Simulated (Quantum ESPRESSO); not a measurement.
A run of Quantum ESPRESSO 7.5 is set up as follows.

Contents of pw.in:

```
&CONTROL
  calculation = 'vc-relax'
  prefix = 'pwscf'
  outdir = './tmp'
  pseudo_dir = './pseudo'
  tprnfor = .true.
  tstress = .true.
  disk_io = 'low'
  nstep = 40
  forc_conv_thr = 0.0004
  etot_conv_thr = 1d-05
/
&SYSTEM
  ibrav = 0
  nat = 1
  ntyp = 1
  ecutwfc = 56
  ecutrho = 448
  nbnd = 16
  occupations = 'smearing'
  smearing = 'mp'
  degauss = 0.00734986
/
&ELECTRONS
  conv_thr = 2d-10
  electron_maxstep = 120
  mixing_beta = 0.5
/
&IONS
  ion_dynamics = 'bfgs'
/
&CELL
  cell_dynamics = 'bfgs'
  press = 0
  press_conv_thr = 0.3
/
ATOMIC_SPECIES
Cu    63.5460 cu_lda_v1.2.uspp.F.UPF
CELL_PARAMETERS angstrom
   0.0000000000    1.8000000000    1.8000000000
   1.8000000000    0.0000000000    1.8000000000
   1.8000000000    1.8000000000    0.0000000000
ATOMIC_POSITIONS crystal
Cu     0.0000000000    0.0000000000    0.0000000000
K_POINTS automatic
16 16 16 0 0 0
```

Potentials or basis: GBRV 1.5 LDA.

Launch:

```console
$ OMP_NUM_THREADS=1 pw.x -in pw.in > pw.out
```

**Question.** What does it give for the band gap on the k mesh?

**Answer.** None (metal or under the smearing width).

**Question.** Estimate the relaxed cell.

**Answer.** a = 2.491 Å, b = 2.491 Å, c = 2.491 Å, α = 60.00°, β = 60.00°, γ = 60.00°.

The path:
```csv
step,energy change (eV),largest force (eV/Å),pressure (GPa),volume (Å³)
1,0.0000,0.0000,-10.83,11.66
2,-0.0257,0.0000,-1.77,11.03
3,-0.0262,0.0000,0.23,10.92
4,-0.0262,0.0000,0.00,10.93
```
